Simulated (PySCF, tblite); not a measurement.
# C₅H₁₁FSi: geometry, infrared bands and NMR shifts

Wanted: the infrared bands and NMR shifts of C₅H₁₁FSi (`CC[C@H]1C[Si@@H](F)C1`), by calculation.

Computed with tblite 0.8.0 and PySCF 2.14.0, with density-fitted response routines of our own, on a single molecule in the gas phase. Atoms count from 0, in the outputs and in this text.

## Step 1: Starting geometry

18 atoms, charge 0, multiplicity 1; geometry from: force field or distance geometry start.

Bonds of the start (Å): C0–C1 1.53, C1–C2 1.47, C2–C3 1.50, C3–Si4 1.89, Si4–F5 1.65, Si4–C6 1.88, C6–C2 1.50, C0–H7 1.10, C0–H8 1.11, C0–H9 1.09, C1–H10 1.11, C1–H11 1.12, C2–H12 1.12, C3–H13 1.13, C3–H14 1.09, Si4–H15 1.47, C6–H16 1.11, C6–H17 1.11.

## Step 2: Geometry optimisation with GFN2-xTB

What the job is given:

```
{"job": {"kind": "relax", "xc": "GFN2-xTB", "basis": "xTB"}, "charge": 0, "multiplicity": 1}
C      2.171800     0.348100    -0.698000
C      1.342100     0.316000     0.590100
C     -0.069400     0.279500     0.197900
C     -0.583300    -0.835500    -0.658000
Si    -2.285400    -0.115300    -0.269200
F     -3.547400    -1.178400    -0.202400
C     -1.117600    -0.080400     1.203300
H      1.528200     0.018600    -1.525000
H      2.390800     1.423900    -0.887300
H      3.051400    -0.290500    -0.623800
H      1.522800     1.259200     1.155800
H      1.670300    -0.541800     1.234600
H     -0.361800     1.250900    -0.271300
H     -0.428900    -1.857200    -0.189900
H     -0.339000    -0.797900    -1.720500
H     -2.513500     1.196300    -0.884900
H     -1.417300     0.715900     1.914600
H     -1.022500    -1.105000     1.622400
```

Run with:

```sh
> OMP_NUM_THREADS=1 python probes_run.py task.json out
```

This one command runs all jobs of the session in turn.

Standard output:

```text
step      E/eV     max force
  0    -619.26991    3.623
  1    -619.64371    1.411
  2    -619.85466    1.308
  3    -620.04693    0.931
  4    -620.12625    0.676
  5    -620.18058    0.452
  6    -620.21748    0.477
  7    -620.25568    0.572
  8    -620.28909    0.446
  9    -620.32125    0.428
 10    -620.35587    0.509
 11    -620.39812    0.704
 12    -620.44071    0.657
 13    -620.47210    0.484
 14    -620.49196    0.448
 15    -620.51005    0.410
 16    -620.53405    0.499
 17    -620.56267    0.479
 18    -620.59325    0.456
 19    -620.62569    0.428
 20    -620.66272    0.616
 21    -620.70088    0.571
 22    -620.73352    0.438
 23    -620.76079    0.350
 24    -620.78517    0.444
 25    -620.80656    0.445
 26    -620.82360    0.260
 27    -620.83357    0.256
 28    -620.83761    0.283
 29    -620.84437    0.303
 30    -620.84941    0.193
 31    -620.85732    0.154
 32    -620.86046    0.154
 33    -620.86373    0.152
 34    -620.86575    0.085
 35    -620.86704    0.096
 36    -620.86797    0.091
 37    -620.86896    0.065
 38    -620.86992    0.065
 39    -620.87069    0.070
 40    -620.87133    0.077
 41    -620.87207    0.079
 42    -620.87300    0.070
 43    -620.87393    0.080
 44    -620.87462    0.062
 45    -620.87505    0.053
 46    -620.87540    0.043
 47    -620.87572    0.036
 48    -620.87601    0.038
 49    -620.87628    0.035
 50    -620.87661    0.040
 51    -620.87708    0.049
 52    -620.87771    0.069
 53    -620.87846    0.077
 54    -620.87926    0.072
 55    -620.88010    0.066
 56    -620.88094    0.061
 57    -620.88168    0.066
 58    -620.88232    0.060
 59    -620.88291    0.058
 60    -620.88350    0.059
 61    -620.88393    0.048
 62    -620.88417    0.036
 63    -620.88435    0.032
 64    -620.88462    0.037
 65    -620.88513    0.068
 66    -620.88588    0.084
 67    -620.88669    0.065
 68    -620.88732    0.061
 69    -620.88779    0.055
 70    -620.88822    0.048
 71    -620.88865    0.048
 72    -620.88899    0.038
 73    -620.88922    0.029
 74    -620.88941    0.034
 75    -620.88961    0.033
 76    -620.88980    0.033
 77    -620.88997    0.033
 78    -620.89013    0.027
 79    -620.89030    0.033
 80    -620.89046    0.030
 81    -620.89057    0.016
 82    -620.89062    0.016
 83    -620.89066    0.019
 84    -620.89069    0.016
 85    -620.89073    0.016
 86    -620.89077    0.018
 87    -620.89082    0.019
 88    -620.89086    0.016
 89    -620.89089    0.010
```

Run time: 1 s. Hardware: 1 thread of Arm Neoverse N1, shared host; peak memory 0.18 GiB.

The steps of the relaxation: (not every step is listed)

```
step  energy from step 0 (eV)  largest force (eV/Å)
   0                   0.0000                3.6229
   1                  -0.3738                1.4115
   2                  -0.5847                1.3085
   3                  -0.7770                0.9314
   4                  -0.8563                0.6761
   5                  -0.9107                0.4518
   6                  -0.9476                0.4771
   7                  -0.9858                0.5722
   8                  -1.0192                0.4463
  15                  -1.2401                0.4102
  22                  -1.4636                0.4378
  29                  -1.5745                0.3033
  36                  -1.5981                0.0906
  43                  -1.6040                0.0802
  50                  -1.6067                0.0399
  57                  -1.6118                0.0662
  64                  -1.6147                0.0369
  71                  -1.6187                0.0481
  78                  -1.6202                0.0274
  84                  -1.6208                0.0163
  85                  -1.6208                0.0157
  86                  -1.6209                0.0177
  87                  -1.6209                0.0192
  88                  -1.6209                0.0164
  89                  -1.6210                0.0102
```

Distances of close pairs at the start and the end, largest changes first:

```
  bond  before (Å)  after (Å)  change (Å)
 C1–C2       1.465      1.522      +0.057
 C2–C6       1.496      1.550      +0.054
 C2–C3       1.497      1.550      +0.053
C3–H13       1.134      1.089      -0.045
Si4–F5       1.651      1.620      -0.032
C1–H11       1.122      1.093      -0.029
 C0–H8       1.114      1.088      -0.026
C2–H12       1.118      1.093      -0.025
```

The next job starts from the end point, and lists it.

## Step 3: Harmonic vibrations with GFN2-xTB

What the job is given:

```
{"job": {"kind": "ir", "xc": "GFN2-xTB", "basis": "xTB"}, "charge": 0, "multiplicity": 1}
C      2.351033     0.159471    -0.513722
C      1.275186     0.015644     0.557030
C     -0.091033     0.479925     0.071663
C     -0.729364    -0.413666    -1.022257
Si    -2.390807    -0.416224    -0.097371
F     -2.948496    -1.877270     0.323493
C     -1.204727     0.397390     1.146675
H      2.095158    -0.421950    -1.396209
H      2.456299     1.201153    -0.809965
H      3.311024    -0.189969    -0.140371
H      1.557874     0.605268     1.433325
H      1.208320    -1.029942     0.868399
H     -0.009524     1.506495    -0.293449
H     -0.255977    -1.394089    -1.062866
H     -0.682707     0.010936    -2.021685
H     -3.564111     0.270438    -0.601777
H     -1.469402     1.359341     1.578304
H     -0.917505    -0.256634     1.969126
```

Standard output:

```text
mode    cm-1     km/mol
  1      47.8      1.27
  2      99.2      0.73
  3     175.2     11.07
  4     188.5     13.32
  5     199.2      1.23
  6     240.2      2.91
  7     367.9      3.90
  8     411.6      1.15
  9     502.1      2.89
 10     534.8    100.54
 11     649.6    109.09
 12     683.5     19.83
 13     734.9     93.94
 14     749.9     96.98
 15     776.4     52.80
 16     812.6     14.08
 17     866.1    193.53
 18     886.6     43.65
 19     995.0      7.26
 20    1012.7      3.54
 21    1018.7      0.32
 22    1052.6      7.96
 23    1105.0      3.95
 24    1128.9      5.44
 25    1191.5      0.69
 26    1199.0      6.17
 27    1213.4     12.53
 28    1255.8      0.26
 29    1273.8      4.51
 30    1311.0      8.87
 31    1357.6      0.34
 32    1414.7      1.56
 33    1466.6      5.36
 34    1473.3      0.53
 35    1495.7      0.45
 36    1505.0      2.17
 37    1507.7      1.65
 38    2368.4    325.77
 39    2949.7     12.89
 40    2959.1     60.83
 41    2971.9     27.87
 42    2992.5      3.43
 43    2996.7     75.61
 44    3017.1     48.77
 45    3020.3     16.81
 46    3029.1     66.98
 47    3032.5     53.99
 48    3040.8     31.06
```

It took 0.99 s on 1 thread of Arm Neoverse N1, shared host; peak memory 0.18 GiB.

Which atoms move in the most intense modes:

```
cm⁻¹  km/mol                         atoms
 535   100.5                      H15 78 %
 650   109.1                      H15 81 %
 735    93.9    C6 32 %, Si4 31 %, C3 19 %
 750    97.0    F5 25 %, C3 22 %, Si4 17 %
 866   193.5  Si4 21 %, H14 12 %, H16 12 %
2368   325.8                      H15 97 %
2997    75.6            H17 60 %, H13 25 %
3029    67.0              H8 76 %, H9 11 %
```

## Step 4: NMR shieldings: PBE0/pcSseg-1

Same as in step 3 but for these lines:

```diff
@@ -1,2 +1,2 @@
-{"job": {"kind": "ir", "xc": "GFN2-xTB", "basis": "xTB"}, "charge": 0, "multiplicity": 1}
+{"job": {"kind": "nmr", "xc": "PBE0", "basis": "pcSseg-1"}, "charge": 0, "multiplicity": 1}
 C      2.351033     0.159471    -0.513722
```

Level: GIAO PBE0/pcSseg-1 NMR shielding, non-relativistic, gas phase.

Standard output:

```text
coarse grid: 14960 points
cycle   1  E = -585.8922791515  dE =  6.205e-01  |g| = 6.714e-01  |ddm| = 3.683e+00
cycle   2  E = -585.8275562097  dE =  6.472e-02  |g| = 9.232e-01  |ddm| = 1.291e+00
cycle   3  E = -585.9860108869  dE = -1.585e-01  |g| = 7.105e-02  |ddm| = 7.795e-01
cycle   4  E = -585.9867793010  dE = -7.684e-04  |g| = 3.155e-02  |ddm| = 7.354e-02
cycle   5  E = -585.9869785497  dE = -1.992e-04  |g| = 6.334e-03  |ddm| = 3.065e-02
cycle   6  E = -585.9869872627  dE = -8.713e-06  |g| = 2.239e-03  |ddm| = 8.624e-03
final grid: 138664 points
cycle   7  E = -586.0356953514  dE = -4.845e-05  |g| = 9.997e-03  |ddm| = 3.197e-02
cycle   8  E = -586.0356759819  dE =  1.937e-05  |g| = 1.320e-02  |ddm| = 2.191e-02
cycle   9  E = -586.0357217282  dE = -4.575e-05  |g| = 9.495e-04  |ddm| = 1.311e-02
cycle  10  E = -586.0357218768  dE = -1.486e-07  |g| = 3.255e-04  |ddm| = 9.729e-04
cycle  11  E = -586.0357218932  dE = -1.648e-08  |g| = 6.932e-05  |ddm| = 2.595e-04
cycle  12  E = -586.0357218940  dE = -7.628e-10  |g| = 2.652e-05  |ddm| = 7.881e-05
converged SCF energy = -586.0357218940

GIAO shielding tensors (ppm)
atom      isotropic    diamagn.    paramagn.     s11        s22        s33       span
  0 C      172.319     246.674     -74.355    158.817    170.413    187.727     28.910
  1 C      148.388     247.100     -98.712    134.636    142.133    168.394     33.758
  2 C      156.540     251.434     -94.894    145.994    154.446    169.180     23.186
  3 C      156.195     255.121     -98.926    129.579    153.244    185.763     56.184
  4 Si     329.647     877.758    -548.110    277.033    299.543    412.367    135.334
  5 F      351.614     466.514    -114.900    318.517    357.130    379.195     60.679
  6 C      154.639     254.841    -100.202    121.501    156.712    185.705     64.204
  7 H       30.657      30.673      -0.016     25.987     30.645     35.338      9.351
  8 H       30.993      30.019       0.974     26.752     28.817     37.410     10.658
  9 H       30.567      28.279       2.289     25.887     27.574     38.241     12.353
 10 H       30.001      31.752      -1.751     24.974     29.605     35.423     10.449
 11 H       30.524      32.662      -2.138     26.534     30.746     34.292      7.758
 12 H       30.030      34.737      -4.707     27.025     28.820     34.245      7.221
 13 H       30.363      32.803      -2.440     26.454     29.944     34.691      8.236
 14 H       29.801      31.782      -1.981     25.544     27.986     35.872     10.328
 15 H       26.092      28.476      -2.384     21.924     24.827     31.524      9.600
 16 H       29.758      30.994      -1.236     25.544     27.456     36.274     10.731
 17 H       30.197      32.074      -1.877     26.456     29.244     34.891      8.436
```

Wall time 46 s (1 thread of Arm Neoverse N1, shared host); peak memory 0.82 GiB.

The references, computed at this level on geometries of the same kind, shield at (ppm): 1H TMS 31.72, 13C TMS 186.9, 29Si TMS 349.2, 19F CFCl3 170.9. Their shielding less the atom's gives the shift. The references are single molecules in the gas phase, so shifts against H2O, NH3, PH3, H3PO4 or CFCl3 are not on the usual liquid scales and can be off by tens of ppm. Atoms listed in one row are averaged.

```
     atoms                                                   environment  σ (ppm)  δ (ppm)  δ scaled to CDCl3
        C1                                                       sp3 CH2    148.4     38.5               35.7
    C3, C6                                          sp3 CH2 bonded to Si    155.4     31.5               28.8
        C2                                              sp3 CH in a ring    156.5     30.4               27.7
        C0                                                 methyl carbon    172.3     14.6               12.3
       H15  hydrogen on a silicon bonded to 2 C, F, in a 4-membered ring    26.09     5.63                  –
  H14, H16                           hydrogen on an sp3 CH2 bonded to Si    29.78     1.94               1.93
       H12                               hydrogen on an sp3 CH in a ring    30.03     1.69               1.70
  H10, H11                                        hydrogen on an sp3 CH2    30.26     1.45               1.48
  H13, H17                           hydrogen on an sp3 CH2 bonded to Si    30.28     1.44               1.46
H7, H8, H9                                   hydrogen on a methyl carbon    30.74     0.98               1.03
       Si4             silicon bonded to 2 C, F, H, in a 4-membered ring    329.6     19.5                  –
        F5                                         fluorine bonded to Si    351.6   -180.7                  –
```

The scaled column applies a straight-line fit of computed shieldings to shifts measured in CDCl3, and one for carbons that bear F (root-mean-square error 0.16 ppm for H, 1.9 ppm for C).

Charges from the same density, by scheme (e):

```
 atoms  Mulliken    IAO  Hirshfeld  ESP fit
    C0     -0.26  -0.42      -0.12    -0.27
    C1     -0.20  -0.24      -0.07     0.00
    C2     -0.35  -0.09      -0.02     0.36
C3, C6     -0.47  -0.58      -0.17    -0.64
   Si4      1.04   1.20       0.45     0.84
    F5     -0.43  -0.53      -0.21    -0.34
```

Mayer bond orders: C0–C1 1.06, C1–C2 1.01, C2–C3 0.96, C3–Si4 0.92, Si4–F5 0.94, Si4–C6 0.92, C6–C2 0.97.

Ring of atoms C2, C3, Si4, C6: NICS(0) -0.2, NICS(1) -1.5, NICS(1)zz 3.5 ppm (means of both faces).

## Step 5: Outcome

```
                                                               quantity                                   value
                              strongest single infrared mode (GFN2-xTB)                   2368 cm⁻¹, 326 km/mol
                                           zero-point energy (GFN2-xTB)                           93.3 kcal/mol
13C shifts against TMS (PBE0/pcSseg-1, means over atoms taken as alike)              38.5, 31.5, 30.4, 14.6 ppm
 1H shifts against TMS (PBE0/pcSseg-1, means over atoms taken as alike)  5.63, 1.94, 1.69, 1.45, 1.44, 0.98 ppm
                                29Si shifts against TMS (PBE0/pcSseg-1)                                19.5 ppm
                               19F shifts against CFCl3 (PBE0/pcSseg-1)                              -180.7 ppm
```

**Reading.** The optimisation took 89 steps and gained 1.621 eV; among the close pairs (by a distance rule), C1–C2 changed most, from 1.465 to 1.522 Å. All 48 modes are real, so the xTB geometry is a minimum. The strongest single mode, at 2368 cm⁻¹, moves mainly H15. GFN2-xTB is a fitted tight-binding method: band positions and strengths are rough. Its intensities can rank the bands wrongly. At PBE0/pcSseg-1: The widest tensor belongs to Si4: span 135 ppm, with a paramagnetic part of -548 ppm.
